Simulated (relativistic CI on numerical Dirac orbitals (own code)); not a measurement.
# Ar X (Ar⁹⁺): levels and lines

What are the lowest levels and the strongest lines of Ar⁹⁺? One CI run answers it; runs with one setting changed show what the result hangs on.

Method: Dirac-Coulomb-Breit CI, KLI orbitals optimised for each configuration, model QED (radiative potential, 1s self-energy scaled to tabulated hydrogen-like ionisation energies). Code: relativistic CI on numerical Dirac orbitals (own code) version 2.

## (1) The atom as given

- ion: Ar⁹⁺ (Ar X)
- nuclear charge: 18
- electrons: 9
- isotope: A = 40
- first configuration typed: [He] 2s2 2p5

The outer shells:

first configuration typed
```
[He] core
2s [↑↓]
2p [↑↓][↑↓][↑ ]
```

## (2) CI with the chosen configurations

Settings, as recorded:

```ini
atom Ar  Z=18  charge=9  electrons=9
nucleus A=40  rms_radius_fm=3.4274
hamiltonian dirac-coulomb  breit=on  qed=on  c_scale=1
orbitals kli  potential=per-configuration
slater_scale 1
correlation none
mixing on
configurations
  [He] 2s2 2p5
  [He] 2s 2p6
  [He] 2s2 2p4 3s
  [He] 2s2 2p4 3p
  [He] 2p6 3s
  [He] 2p6 3p
  [He] 2s2 2p4 3d
  [He] 2p6 3d
  [He] 2s 2p5 3s
  [He] 2s 2p5 3p
  [He] 2s2 2p4 4s
  [He] 2s 2p5 3d
  [He] 2s2 2p4 4p
  [He] 2s2 2p4 4d
  [He] 2s2 2p4 4f
  [He] 2s2 2p4 5s
  [He] 2s2 2p4 5p
  [He] 2s2 2p3 3s2
  [He] 2s2 2p4 5d
  [He] 2s2 2p4 5f
  [He] 2s2 2p4 5g
  [He] 2s2 2p3 3s 3p
  [He] 2s 2p5 4s
  [He] 2s 2p5 4p
  [He] 2s2 2p3 3p2
  [He] 2s2 2p3 3s 3d
  [He] 2s 2p5 4d
  [He] 2s 2p5 4f
  [He] 2s2 2p3 3p 3d
  [He] 2s 2p4 3s2
  [He] 2s2 2p3 3d2
  [He] 2s 2p5 5s
  [He] 2s 2p4 3s 3p
  [He] 2s 2p5 5p
  [He] 2s 2p5 5d
  [He] 2s 2p5 5f
end
```

## (3) Without the Breit term

The settings differ from step 2 so:

```diff
@@ -2,3 +2,3 @@
 nucleus A=40  rms_radius_fm=3.4274
-hamiltonian dirac-coulomb  breit=on  qed=on  c_scale=1
+hamiltonian dirac-coulomb  breit=off  qed=on  c_scale=1
 orbitals kli  potential=per-configuration
```

## (4) Non-relativistic limit (c × 1000)

The settings differ from step 3 so:

```diff
@@ -2,3 +2,3 @@
 nucleus A=40  rms_radius_fm=3.4274
-hamiltonian dirac-coulomb  breit=off  qed=on  c_scale=1
+hamiltonian dirac-coulomb  breit=off  qed=off  c_scale=1000
 orbitals kli  potential=per-configuration
```

(Steps that only read results are left out.)

Q: Predict the outcome of this session. Wanted: lowest level; first excitation; lowest level of the other parity; fastest E1 line; ionisation energy.

**Answer**, as computed:

| run | time | mean size of shift, levels followed (cm⁻¹) | lowest level | ionisation energy (eV) |
| --- | --- | --- | --- | --- |
| main run | 1.2 s | 0 | 2p5 2P°3/2 | 478.07 |
| without the Breit term | 0.85 s | 1196 | 2p5 2P°3/2 | 478.25 |
| non-relativistic limit (c × 1000) | 0.85 s | 8581 | 2p5 2P°3/2 | - |

The semi-empirical ionisation energy (NIST) is 479.76 eV.

| quantity | value |
| --- | --- |
| lowest level | 2p5 2P°3/2 |
| first excitation | 2p5 2P°1/2, 18003.6 cm⁻¹ |
| lowest level of the other parity | 2s 2p6 2S1/2, 619547 cm⁻¹ |
| levels in the model | 1082 |
| fastest E1 line (by rate) to the lowest level among the lowest 377 of 1082 levels | 3.739 nm, from 2p4 3d 2D5/2 (ii) |
| ionisation energy | 478.07 eV |
| ionisation energy, semi-empirical (NIST) | 479.76 eV |

**Reading.** 2p5 2P°3/2 comes out lowest; its LS label holds 100 % and its jj label 100 %; over the low levels the means are 93 and 68 %, so LS coupling describes them better. The ionisation energy from the two ground configurations alone is 0.35 % below the semi-empirical value. Of the changes tried, the run «non-relativistic limit (c × 1000)» moves the low levels most, by 8581 cm⁻¹ on average. Lifetimes count radiative decay inside the model alone.
